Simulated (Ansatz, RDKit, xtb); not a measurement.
# C4H7F2N: ranking a sample of isomers

Which of a sample of isomers of C4H7F2N is the most stable in the gas at 298.15 K, and what are its properties? The sample is small against all isomers, and the most stable one of this formula need not be in it.

The funnel: GFN2-xTB relaxations, single points with a density functional, relaxations at B3LYP-D3(BJ)/def2-SVP, harmonic vibrations (at GFN2-xTB), and a last energy at a higher level. All values are calculated.

## 1. Drawing up candidates

Isomers were taken from a list of plausible structures; this is a sample, not all of them. That gives 4 candidates.

```
label          SMILES     spin
 c003  C/C(N)=C\C(F)F  singlet
 c627    CC(=N)CC(F)F  singlet
 c721    C=C(N)CC(F)F  singlet
 c823  C/C(N)=C/C(F)F  singlet
```

Candidates are built by distance geometry, with a force field where one applies, in up to four conformers (letters a to d).

## 2. Cheap relaxation of all starts

All 12 starts are relaxed the same way. One of them, c721c (taken from a list of tautomers, embedded by distance geometry and MMFF94), in full:

File start.xyz:

```xyz
14
c721c
C      0.238189    -0.979556     1.719236
C      0.904712    -0.888798     0.507043
C      1.702583     0.363001     0.140873
C      0.971504     1.185433    -0.911181
F      0.971189     0.533822    -2.114478
F      1.720307     2.307988    -1.116256
N      0.813454    -1.937361    -0.397410
H     -0.344590    -1.823399     2.005918
H      0.248674    -0.103551     2.393377
H      0.047258    -2.578517    -0.266674
H      0.926388    -1.648886    -1.342524
H      1.892148     0.916392     1.011650
H      2.645531     0.007978    -0.274186
H     -0.016032     1.493774    -0.667318
```

On the command line:

```console
$ xtb start.xyz --gfn 2 --opt
```

The program printed, cut to the lines that bear on the results:

```text
* xtb version 6.7.1
[...]
          :  # basis functions                  35          :
[...]
          :  # electrons                        42          :
[...]
          :  Hamiltonian                  GFN2-xTB          :
[...]
          :  net charge                          0          :
          :  unpaired electrons                  0          :
[...]
   *** convergence criteria satisfied after 11 iterations ***
[...]
   *** GEOMETRY OPTIMIZATION CONVERGED AFTER 14 ITERATIONS ***
[...]
   *** convergence criteria satisfied after 3 iterations ***
[...]
         ::                     SUMMARY                     ::
         :::::::::::::::::::::::::::::::::::::::::::::::::::::
         :: total energy             -24.497175043250 Eh    ::
         :: gradient norm              0.000252904736 Eh/a0 ::
         :: HOMO-LUMO gap              4.717173996293 eV    ::
         ::.................................................::
         :: SCC energy               -24.737726565559 Eh    ::
         :: -> isotropic ES            0.037403841006 Eh    ::
         :: -> anisotropic ES          0.002230821616 Eh    ::
         :: -> anisotropic XC         -0.002054009834 Eh    ::
         :: -> dispersion             -0.007969725356 Eh    ::
         :: repulsion energy           0.240551522309 Eh    ::
         :: add. restraining           0.000000000000 Eh    ::
         :: total charge              -0.000000000000 e     ::
         :::::::::::::::::::::::::::::::::::::::::::::::::::::
[...]
        21        2.0000           -0.3658603              -9.9556 (HOMO)
        22                         -0.1925073              -5.2384 (LUMO)
[...]
     #   Z          covCN         q      C6AA      α(0)
     1   6          2.845    -0.152    31.909     9.258
     2   6          2.871     0.072    26.386     8.420
     3   6          3.812    -0.088    22.173     6.702
     4   6          3.469     0.306    17.684     6.311
     5   9          0.787    -0.234    11.593     4.022
     6   9          0.787    -0.229    11.535     4.012
     7   7          2.641    -0.282    27.289     7.758
     8   1          0.926     0.033     2.545     2.495
     9   1          0.926     0.031     2.568     2.506
    10   1          0.860     0.161     1.328     1.805
    11   1          0.860     0.172     1.258     1.757
    12   1          0.925     0.072     2.067     2.248
    13   1          0.924     0.079     1.985     2.203
    14   1          0.923     0.058     2.218     2.329
[...]
     #   Z sym  total        # sym  WBO       # sym  WBO       # sym  WBO
 ---------------------------------------------------------------------------
     1   6      3.968 --     2      1.806     9      0.978     8      0.975
                             7      0.148
     2   6      3.969 --     1      1.806     7      1.149     3      0.994
     3   6      3.985 --     2      0.994     4      0.975    12      0.968
                            13      0.964
     4   6      3.843 --     3      0.975    14      0.951     6      0.946
                             5      0.940
     5   9      1.035 --     4      0.940
     6   9      1.040 --     4      0.946
     7   7      3.237 --     2      1.149    10      0.955    11      0.948
                             1      0.148
     8   1      0.999 --     1      0.975
     9   1      0.999 --     1      0.978
[...]
molecular dipole:
                 x           y           z       tot (Debye)
 q only:       -0.173      -0.617       0.455
   full:       -0.420      -0.530       0.396       1.991
molecular quadrupole (traceless):
[...]
          | TOTAL ENERGY              -24.497175043250 Eh   |
          | GRADIENT NORM               0.000252904736 Eh/α |
          | HOMO-LUMO GAP               4.717173996293 eV   |
           -------------------------------------------------
[...]
```

Wall time 0.091 s (2 threads of Arm Neoverse V1, shared host).

## 3. Distinct minima at GFN2-xTB

12 of the 12 relaxations converged; the search merged 1 into others by its test of bonds and energy. 11 distinct structures remain:

```
label  start    SMILES after     spin  energy (kcal/mol)
c627a  drawn    CC(=N)CC(F)F  singlet                0.0
c823b  drawn  C/C(N)=C/C(F)F  singlet                0.5
c627c  drawn    CC(=N)CC(F)F  singlet                0.6
c627d  drawn    CC(=N)CC(F)F  singlet                1.2
c003a  drawn  C/C(N)=C\C(F)F  singlet                1.3
c627b  drawn    CC(=N)CC(F)F  singlet                1.4
c003b  drawn  C/C(N)=C\C(F)F  singlet                1.6
c721c  drawn    C=C(N)CC(F)F  singlet                3.5
c721b  drawn    C=C(N)CC(F)F  singlet                4.2
c721a  drawn    C=C(N)CC(F)F  singlet                4.6
c721d  drawn    C=C(N)CC(F)F  singlet                5.5
```

## 4. Single points on the low minima

A choice of the minima (the low ones first, few conformers of a pattern, up to a cap) and the lowest that fell apart get a single point at r2SCAN-D4/def2-SVP on the tight-binding geometry, and one at HF/STO-3G for comparison. Some singlets are also tried as triplets at the same geometry (label ending in t). Within 40 kcal/mol but not screened, among others: c627d, c627b, c721a, c721d. The first, c627a:

File input.yaml:

```yaml
crystal:
  periodic: [false, false, false]
  atoms:
    - {symbol: C, position_ang: [-1.271174, -0.229492, 1.280123]}
    - {symbol: C, position_ang: [-0.707114, 0.841703, 0.397110]}
    - {symbol: C, position_ang: [-0.810489, 0.584995, -1.088442]}
    - {symbol: C, position_ang: [0.482837, -0.041739, -1.590949]}
    - {symbol: F, position_ang: [0.434160, -0.229733, -2.931499]}
    - {symbol: F, position_ang: [0.669416, -1.273792, -1.052719]}
    - {symbol: "N", position_ang: [-0.139641, 1.904644, 0.754248]}
    - {symbol: H, position_ang: [-1.092222, -0.010995, 2.330694]}
    - {symbol: H, position_ang: [-0.815405, -1.185931, 1.029286]}
    - {symbol: H, position_ang: [-2.344174, -0.315908, 1.114644]}
    - {symbol: H, position_ang: [-0.066019, 2.044241, 1.759414]}
    - {symbol: H, position_ang: [-1.637290, -0.087750, -1.319006]}
    - {symbol: H, position_ang: [-0.937483, 1.529785, -1.616582]}
    - {symbol: H, position_ang: [1.370105, 0.565534, -1.360265]}
basis:
  gaussian: {orbitals: def2-SVP}
total_charge: 0
hamiltonian: {xc: {name: r2SCAN}, dispersion: d4}
scf: {lower_state_search: off}
output: {orbitals: {seedname: orbitals}}
```

On the command line:

```console
$ ansatz run input.yaml --threads 2 --pin off --max-ram 5220MiB --events-out events.jsonl --progress --plain --runs-dir runs
```

The program printed, cut to the lines that bear on the results:

```text
Warning: RAYON_NUM_THREADS=2 ignored (pool sized by the plan → 2); use --threads N
Functional definition: r2SCAN
  name "r2SCAN"
[...]
1506 factors; their error is unknown
[...]
mean field -11171.45682240 eV, -410.5434659378 hartree, gradient 1.6e-6 eV, S^2 0.000000; 0 other end points of the search recorded, 0 dependent functions left out
reference -11171.45683147 eV, -410.5434662712 hartree; 28, 28 occupied and 105, 105 virtual orbitals, 1506 factors
Total energy: -11171.53033515 eV, -410.5461674816 hartree
Checks for a lower state left out: stability, starts, cluster_reference, orbital_swaps, neighbouring_geometries, increment
```

Wall time 3.3 s (2 threads of Arm Neoverse V1, shared host); peak memory 0.16 GiB.

Relative energies in kcal/mol, each column from its lowest structure that stays in one piece:

| label | SMILES | spin | GFN2-xTB | HF/STO-3G | r2SCAN-D4/def2-SVP |
| --- | --- | --- | --- | --- | --- |
| c627a | CC(=N)CC(F)F | singlet | 0.0 | 0.0 | 0.0 |
| c823b | C/C(N)=C/C(F)F | singlet | 0.5 | 9.1 | 0.2 |
| c721c | C=C(N)CC(F)F | singlet | 3.5 | 11.1 | 1.5 |
| c627c | CC(=N)CC(F)F | singlet | 0.6 | 1.2 | 1.8 |
| c721b | C=C(N)CC(F)F | singlet | 4.2 | 11.9 | 2.2 |
| c003b | C/C(N)=C\C(F)F | singlet | 1.6 | 11.3 | 2.4 |
| c003a | C/C(N)=C\C(F)F | singlet | 1.3 | 11.0 | 2.4 |
| c823bt | C/C(N)=C/C(F)F | triplet | – | – | 90.0 |
| c721ct | C=C(N)CC(F)F | triplet | – | – | 92.4 |
| c627at | CC(=N)CC(F)F | triplet | – | – | 102.4 |

## 5. Relaxing the best candidates

4 candidates are relaxed at B3LYP-D3(BJ)/def2-SVP (chosen among the lowest in one piece, one conformer a pattern). The first, c627a:

Changes to input.yaml since step 4:

```diff
@@ -9,3 +9,3 @@
     - {symbol: F, position_ang: [0.669416, -1.273792, -1.052719]}
-    - {symbol: "N", position_ang: [-0.139641, 1.904644, 0.754248]}
+    - {symbol: N, position_ang: [-0.139641, 1.904644, 0.754248]}
     - {symbol: H, position_ang: [-1.092222, -0.010995, 2.330694]}
@@ -18,6 +18,13 @@
 basis:
-  gaussian: {orbitals: def2-SVP}
-total_charge: 0
-hamiltonian: {xc: {name: r2SCAN}, dispersion: d4}
-scf: {lower_state_search: off}
-output: {orbitals: {seedname: orbitals}}
+  gaussian:
+    orbitals: def2-SVP
+magnetization:
+  spin_polarized: false
+  initial_magnetization: 0
+hamiltonian:
+  xc: {name: B3LYP}
+  dispersion: d3bj
+scf:
+  lower_state_search: off
+relax:
+  f_tol: 0.006
```

On the command line:

```console
$ ansatz run input.yaml --threads 2 --pin off --max-ram 5220MiB --events-out events.jsonl --progress --plain --runs-dir runs
```

The program printed:

```text
Warning: RAYON_NUM_THREADS=2 ignored (pool sized by the plan → 2); use --threads N
The last accepted step is kept in runs//last_step.txt (removed where the run ends without a failure and the disk answers)
Functional definition: B3LYP
  name "B3LYP"
  parameter a0 = 0.2
  parameter ax = 0.72
  parameter ac = 0.81
  exchange = (1 - a0 - ax)*slater_x + ax*b88_x + a0*exact_x
  correlation = (1 - ac)*vwn_rpa_c + ac*lyp_c
these checks for a lower state are left out or cut short: stability, starts, cluster_reference, orbital_swaps, neighbouring_geometries, increment
1493 factors; integrals over basis functions are off by at most 3.9e-4 eV
mean field evaluation 1: about -11168.4964 eV, gradient 6.3e1 eV
mean field evaluation 2: about -11164.7406 eV, gradient 7.4e1 eV
mean field evaluation 4: about -11177.1686 eV, gradient 3.7e0 eV
mean field evaluation 8: about -11177.2446 eV, gradient 1.5e-1 eV
mean field evaluation 16: about -11177.2446 eV, gradient 1.8e-5 eV
mean field -11177.24464227 eV, -410.7561643947 hartree, gradient 3.7e-6 eV, S^2 0.000000; 0 other end points of the search recorded, 0 dependent functions left out
the calculation of the forces begins
reference -11177.24487583 eV, -410.7561729780 hartree; 28, 28 occupied and 105, 105 virtual orbitals, 1493 factors
relax step   1: F+E_penalty+E_count = -11177.73250721 eV  Δ(F+E_penalty+E_count) = +0.000e0 eV  max|allowed force component| = 1.175e0 eV/Å  Δτ_max = 0.0000 Å  (16 SCF iters, accepted)
these checks for a lower state are left out or cut short: stability, starts, cluster_reference, orbital_swaps, neighbouring_geometries, increment
1493 factors; integrals over basis functions are off by at most 4.1e-4 eV
mean field -11177.29199911 eV, -410.7579047265 hartree, gradient 2.1e-6 eV, S^2 0.000000; 0 other end points of the search recorded, 0 dependent functions left out
the calculation of the forces begins
reference -11177.29223281 eV, -410.7579133151 hartree; 28, 28 occupied and 105, 105 virtual orbitals, 1493 factors
relax step   2: F+E_penalty+E_count = -11177.77786913 eV  Δ(F+E_penalty+E_count) = -4.536e-2 eV  max|allowed force component| = 4.280e-1 eV/Å  Δτ_max = 0.0323 Å  (21 SCF iters, accepted)
these checks for a lower state are left out or cut short: stability, starts, cluster_reference, orbital_swaps, neighbouring_geometries, increment
1493 factors; integrals over basis functions are off by at most 4.4e-4 eV
mean field evaluation 32: about -11177.3012 eV, gradient 2.5e-6 eV
mean field -11177.30118032 eV, -410.7582421299 hartree, gradient 2.4e-6 eV, S^2 0.000000; 0 other end points of the search recorded, 0 dependent functions left out
the calculation of the forces begins
reference -11177.30141436 eV, -410.7582507306 hartree; 28, 28 occupied and 105, 105 virtual orbitals, 1493 factors
relax step   3: F+E_penalty+E_count = -11177.78601491 eV  Δ(F+E_penalty+E_count) = -8.146e-3 eV  max|allowed force component| = 1.559e-1 eV/Å  Δτ_max = 0.0494 Å  (21 SCF iters, accepted)
[... 5 lines left out ...]
relax step   4: F+E_penalty+E_count = -11177.78527591 eV  Δ(F+E_penalty+E_count) = +7.390e-4 eV  max|allowed force component| = 1.810e-1 eV/Å  Δτ_max = 0.0992 Å  (19 SCF iters, rejected (line search))
[... 5 lines left out ...]
relax step   5: F+E_penalty+E_count = -11177.78995061 eV  Δ(F+E_penalty+E_count) = -3.936e-3 eV  max|allowed force component| = 6.929e-2 eV/Å  Δτ_max = 0.0475 Å  (20 SCF iters, accepted)
[... 5 lines left out ...]
relax step   6: F+E_penalty+E_count = -11177.79060935 eV  Δ(F+E_penalty+E_count) = -6.587e-4 eV  max|allowed force component| = 3.705e-2 eV/Å  Δτ_max = 0.0189 Å  (20 SCF iters, accepted)
[... 5 lines left out ...]
relax step   7: F+E_penalty+E_count = -11177.79095674 eV  Δ(F+E_penalty+E_count) = -3.474e-4 eV  max|allowed force component| = 1.249e-2 eV/Å  Δτ_max = 0.0141 Å  (21 SCF iters, accepted)
[... 6 lines left out ...]
relax step   8: F+E_penalty+E_count = -11177.79100210 eV  Δ(F+E_penalty+E_count) = -4.535e-5 eV  max|allowed force component| = 8.627e-3 eV/Å  Δτ_max = 0.0060 Å  (14 SCF iters, accepted)
these checks for a lower state are left out or cut short: stability, starts, cluster_reference, orbital_swaps, neighbouring_geometries, increment
1493 factors; integrals over basis functions are off by at most 4.4e-4 eV
mean field -11177.30556976 eV, -410.7584034389 hartree, gradient 1.2e-6 eV, S^2 0.000000; 0 other end points of the search recorded, 0 dependent functions left out
the calculation of the forces begins
reference -11177.30580376 eV, -410.7584120383 hartree; 28, 28 occupied and 105, 105 virtual orbitals, 1493 factors
relax step   9: F+E_penalty+E_count = -11177.79101723 eV  Δ(F+E_penalty+E_count) = -1.514e-5 eV  max|allowed force component| = 4.010e-3 eV/Å  Δτ_max = 0.0027 Å  (14 SCF iters, accepted)
Total energy: -11177.79125123 eV, -410.7762519038 hartree
Atom 0 at    -1.268919    -0.220388     1.289221 Å, force    -0.000585    -0.003429    -0.000482 eV/Å
Atom 1 at    -0.707303     0.856001     0.395485 Å, force     0.003100     0.000157    -0.000588 eV/Å
Atom 2 at    -0.789636     0.596038    -1.098587 Å, force    -0.000036     0.000806     0.001625 eV/Å
Atom 3 at     0.483125    -0.048212    -1.611635 Å, force    -0.000215     0.003989    -0.002645 eV/Å
Atom 4 at     0.387714    -0.280484    -2.946347 Å, force    -0.000560    -0.000388    -0.000005 eV/Å
Atom 5 at     0.681058    -1.255663    -0.999862 Å, force     0.000525    -0.003191     0.001292 eV/Å
Atom 6 at    -0.130635     1.926771     0.773029 Å, force    -0.004010     0.000393     0.000441 eV/Å
Atom 7 at    -1.110727     0.009992     2.353003 Å, force     0.001342     0.000983    -0.000394 eV/Å
Atom 8 at    -0.790064    -1.183207     1.048647 Å, force    -0.001322     0.000830     0.001178 eV/Å
Atom 9 at    -2.349676    -0.346513     1.107617 Å, force     0.000415     0.000591    -0.000094 eV/Å
Atom 10 at    -0.099908     1.977556     1.798539 Å, force     0.000721    -0.000305    -0.000736 eV/Å
Atom 11 at    -1.629135    -0.067364    -1.358344 Å, force    -0.000755    -0.000231    -0.000068 eV/Å
Atom 12 at    -0.912503     1.553889    -1.623018 Å, force     0.000691     0.000535    -0.000649 eV/Å
Atom 13 at     1.372116     0.577146    -1.421692 Å, force     0.000688    -0.000739     0.001125 eV/Å
Dipole moment:    -0.265940    -0.029252     0.355433 e Å
Checks for a lower state left out: stability, starts, cluster_reference, orbital_swaps, neighbouring_geometries, increment
```

Run time: 32 s. Hardware: 2 threads of Arm Neoverse V1, shared host; peak memory 0.33 GiB.

Energy change by step (eV): 0.0000, -0.0454, -0.0535, -0.0528, -0.0574, -0.0581, -0.0584, -0.0585, -0.0585.

After the run. Bond lengths: C1–C2 1.508 Å, C2–C3 1.519 Å, C3–C4 1.516 Å, C4–F5 1.358 Å, C4–F6 1.368 Å, C2–N7 1.273 Å, C1–H8 1.100 Å, C1–H9 1.102 Å, C1–H10 1.103 Å, N7–H11 1.027 Å, C3–H12 1.101 Å, C3–H13 1.099 Å, C4–H14 1.103 Å. Some angles: C1–C2–C3 116.2°, C1–C2–N7 126.4°, C3–C2–N7 117.4°, C2–C3–C4 111.1°, C3–C4–F5 110.3°, C3–C4–F6 110.2°, F5–C4–F6 107.4°, C2–C1–H8 111.7°, C2–C1–H9 109.4°, C2–C1–H10 110.4°.

## 6. Ranking at B3LYP-D3(BJ)/def2-SVP

```csv
label,spin,r2SCAN-D4/def2-SVP (kcal/mol),"B3LYP-D3(BJ)/def2-SVP, relaxed (kcal/mol)",time
c627a,singlet,0.0,0.0,32 s
c823b,singlet,0.2,1.1,48 s
c721c,singlet,1.5,1.9,38 s
c003b,singlet,2.4,2.8,89 s
```

c627a: Bond lengths: C1–C2 1.508 Å, C2–C3 1.519 Å, C3–C4 1.516 Å, C4–F5 1.358 Å, C4–F6 1.368 Å, C2–N7 1.273 Å, C1–H8 1.100 Å, C1–H9 1.102 Å, C1–H10 1.103 Å, N7–H11 1.027 Å, C3–H12 1.101 Å, C3–H13 1.099 Å, C4–H14 1.103 Å. Some angles: C1–C2–C3 116.2°, C1–C2–N7 126.4°, C3–C2–N7 117.4°, C2–C3–C4 111.1°, C3–C4–F5 110.3°, C3–C4–F6 110.2°, F5–C4–F6 107.4°, C2–C1–H8 111.7°, C2–C1–H9 109.4°, C2–C1–H10 110.4°.

c823b: Bond lengths: C1–C2 1.504 Å, C2–C3 1.355 Å, C3–C4 1.488 Å, C4–F5 1.360 Å, C4–F6 1.386 Å, C2–N7 1.381 Å, C1–H8 1.097 Å, C1–H9 1.104 Å, C1–H10 1.103 Å, N7–H11 1.014 Å, N7–H12 1.013 Å, C3–H13 1.090 Å, C4–H14 1.108 Å. Some angles: C1–C2–C3 121.3°, C1–C2–N7 114.5°, C3–C2–N7 124.1°, C2–C3–C4 124.7°, C3–C4–F5 110.4°, C3–C4–F6 111.7°, F5–C4–F6 107.2°, C2–C1–H8 111.5°, C2–C1–H9 110.7°, C2–C1–H10 110.3°.

c721c: Bond lengths: C1–C2 1.348 Å, C2–C3 1.511 Å, C3–C4 1.516 Å, C4–F5 1.373 Å, C4–F6 1.358 Å, C2–N7 1.389 Å, C1–H8 1.093 Å, C1–H9 1.090 Å, N7–H10 1.014 Å, N7–H11 1.015 Å, C3–H12 1.098 Å, C3–H13 1.103 Å, C4–H14 1.104 Å. Some angles: C1–C2–C3 121.3°, C1–C2–N7 124.5°, C3–C2–N7 114.2°, C2–C3–C4 113.6°, C3–C4–F5 110.5°, C3–C4–F6 110.1°, F5–C4–F6 107.0°, C2–C1–H8 121.5°, C2–C1–H9 120.8°, C2–C3–H12 110.0°.

c003b: Bond lengths: C1–C2 1.506 Å, C2–C3 1.354 Å, C3–C4 1.478 Å, C4–F5 1.373 Å, C4–F6 1.373 Å, C2–N7 1.383 Å, C1–H8 1.104 Å, C1–H9 1.102 Å, C1–H10 1.095 Å, N7–H11 1.014 Å, N7–H12 1.013 Å, C3–H13 1.095 Å, C4–H14 1.102 Å. Some angles: C1–C2–C3 125.2°, C1–C2–N7 113.0°, C3–C2–N7 121.7°, C2–C3–C4 126.4°, C3–C4–F5 110.9°, C3–C4–F6 110.9°, F5–C4–F6 105.5°, C2–C1–H8 110.0°, C2–C1–H9 110.0°, C2–C1–H10 113.1°.

## 7. Vibrations and thermal terms

The lowest few go on as finalists. In this search the thermal terms come from GFN2-xTB at its own nearest minimum. The first, c627a:

File start.xyz:

```xyz
14
c627a
C     -1.268919    -0.220388     1.289221
C     -0.707303     0.856001     0.395485
C     -0.789636     0.596038    -1.098587
C      0.483125    -0.048212    -1.611635
F      0.387714    -0.280484    -2.946347
F      0.681058    -1.255663    -0.999862
N     -0.130635     1.926771     0.773029
H     -1.110727     0.009992     2.353003
H     -0.790064    -1.183207     1.048647
H     -2.349676    -0.346513     1.107617
H     -0.099908     1.977556     1.798539
H     -1.629135    -0.067364    -1.358344
H     -0.912503     1.553889    -1.623018
H      1.372116     0.577146    -1.421692
```

On the command line:

```console
$ xtb start.xyz --gfn 2 --ohess tight
```

The program printed, cut to the lines that bear on the results:

```text
* xtb version 6.7.1
[...]
          :  # basis functions                  35          :
[...]
          :  # electrons                        42          :
[...]
          :  Hamiltonian                  GFN2-xTB          :
[...]
          :  net charge                          0          :
          :  unpaired electrons                  0          :
[...]
   *** convergence criteria satisfied after 10 iterations ***
[...]
   *** GEOMETRY OPTIMIZATION CONVERGED AFTER 10 ITERATIONS ***
[...]
   *** convergence criteria satisfied after 3 iterations ***
[...]
         ::                     SUMMARY                     ::
         :::::::::::::::::::::::::::::::::::::::::::::::::::::
         :: total energy             -24.502789821522 Eh    ::
         :: gradient norm              0.000124790329 Eh/a0 ::
         :: HOMO-LUMO gap              3.902543299162 eV    ::
         ::.................................................::
         :: SCC energy               -24.731641683193 Eh    ::
         :: -> isotropic ES            0.039975953461 Eh    ::
         :: -> anisotropic ES          0.000554688182 Eh    ::
         :: -> anisotropic XC          0.002279361254 Eh    ::
         :: -> dispersion             -0.007765118124 Eh    ::
         :: repulsion energy           0.228851861672 Eh    ::
         :: add. restraining           0.000000000000 Eh    ::
         :: total charge              -0.000000000000 e     ::
         :::::::::::::::::::::::::::::::::::::::::::::::::::::
[...]
        21        2.0000           -0.3915285             -10.6540 (HOMO)
        22                         -0.2481128              -6.7515 (LUMO)
[...]
molecular dipole:
                 x           y           z       tot (Debye)
 q only:       -0.560       0.296       0.629
   full:       -0.676       0.104       0.895       2.863
molecular quadrupole (traceless):
[...]
          | TOTAL ENERGY              -24.502789821523 Eh   |
          | TOTAL ENTHALPY            -24.386641845914 Eh   |
          | TOTAL FREE ENERGY         -24.428125093756 Eh   |
          | GRADIENT NORM               0.000124802520 Eh/α |
[...]
```

It took 0.25 s on 2 threads of Arm Neoverse V1, shared host.

(Part 1 of 2 ends here.)
